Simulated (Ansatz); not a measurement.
# BGeH2+ (quintet): from Hartree-Fock to the top rungs, cc-pVDZ

Aim: climb from Hartree-Fock through coupled cluster and multireference methods for BGeH2+ (quintet) at one geometry and basis, and see what each rung misses.

Method: cc-pVDZ, core rule «outside noble gas», up to 15 orbitals frozen; program: Ansatz 0.2.0, Gaussian basis.

The runs, in order: UHF; CCSD(T) on ROHF; CCSD(T) on UHF; BCCD(T) on ROHF; CISD; CCSDT(Q) on ROHF; CCSDT(Q) on UHF; CCSDTQ on ROHF; CCSDTQ on UHF; CASSCF and MRCISD+Q, 8 electrons in 10 orbitals; CASSCF and NEVPT2, 8 electrons in 10 orbitals.

5 further runs of the same task are left out: 5 set aside as unsound or not needed.

## Step 1: What is computed

The geometry is a PBE0/def2-TZVP stationary point (not a proven minimum) of the parent state, kept for this charge and spin. No spin-orbit coupling is included. The filled d shell of Ge may be among the frozen orbitals whatever the setting's name suggests; the logs give the count.

4 atoms, charge 1, spin multiplicity 5.

Atoms are counted from 1 here; the program's logs count them from 0.

Bond lengths: Ge1–B2 1.931 Å, Ge1–H3 1.542 Å, Ge1–H4 1.542 Å. Angles: B2–Ge1–H3 125.2°, B2–Ge1–H4 125.2°, H3–Ge1–H4 109.6°.

## Step 2: UHF

File in.yaml:

```yaml
crystal:
  periodic: [false, false, false]
  atoms:
    - {symbol: Ge, position_ang: [0.000000, 0.000000, 0.223242]}
    - {symbol: B, position_ang: [0.000000, 0.000000, -1.707389]}
    - {symbol: H, position_ang: [0.000000, 1.259295, 1.112326]}
    - {symbol: H, position_ang: [0.000000, -1.259295, 1.112326]}
basis:
  gaussian: {orbitals: cc-pVDZ}
total_charge: 1
magnetization: {spin_polarized: true, initial_magnetization: 4}
hamiltonian: {xc: hf}
output: {orbitals: {seedname: orbitals}}
```

Launch:

```
$ ansatz run in.yaml --threads 1 --pin off --events-out ev --progress --plain --max-ram 2816MiB --backend cpu
```

After this run come: CCSD(T) on ROHF; CCSD(T) on UHF; BCCD(T) on ROHF; CISD; CCSDT(Q) on ROHF; CCSDT(Q) on UHF; CCSDTQ on ROHF; CCSDTQ on UHF; CASSCF and MRCISD+Q, 8 electrons in 10 orbitals; CASSCF and NEVPT2, 8 electrons in 10 orbitals.

Q: Predict the results of all the runs planned. Wanted: UCCSDTQ below the RHF energy; RMP2 from UCCSDTQ; UMP2 from UCCSDTQ; RCCSD from UCCSDTQ; RCCSD(T) from UCCSDTQ; UCCSD(T) from UCCSDTQ; RCCSDT(Q) from UCCSDTQ; UCCSDT(Q) from UCCSDTQ; NEVPT2 valence from UCCSDTQ.

**Answer**, as computed:

| quantity | value |
| --- | --- |
| UCCSDTQ below the RHF energy | -3.7900 eV |
| RMP2 from UCCSDTQ | +99.1 kJ/mol |
| UMP2 from UCCSDTQ | +103.8 kJ/mol |
| RCCSD from UCCSDTQ | +18.2 kJ/mol |
| RCCSD(T) from UCCSDTQ | +5.4 kJ/mol |
| UCCSD(T) from UCCSDTQ | +4.6 kJ/mol |
| RCCSDT(Q) from UCCSDTQ | +0.9 kJ/mol |
| UCCSDT(Q) from UCCSDTQ | +0.1 kJ/mol |
| NEVPT2 valence from UCCSDTQ | +83.1 kJ/mol |
| MRCISD+Q valence from UCCSDTQ | +35.1 kJ/mol |
| levels within 1 kcal/mol (43 meV) | RCCSDT, UCCSDT, RCCSDT(Q), UCCSDT(Q), RCCSDTQ |
| T1 diagnostic | 0.036 |
| effectively unpaired electrons | 4.03 |

RCCSD(T) misses by +5.4 kJ/mol, 1.5 % of the correlation energy. One determinant dominates. Of the multireference levels listed MRCISD+Q valence comes nearest in total energy (+35.1 kJ/mol), which doesn't show that its space is the better one. Coupled cluster took another determinant than the lowest Hartree-Fock one. These misses are within one basis, not against nature; the frozen cores of restricted and unrestricted runs differ, which can shift their rows.
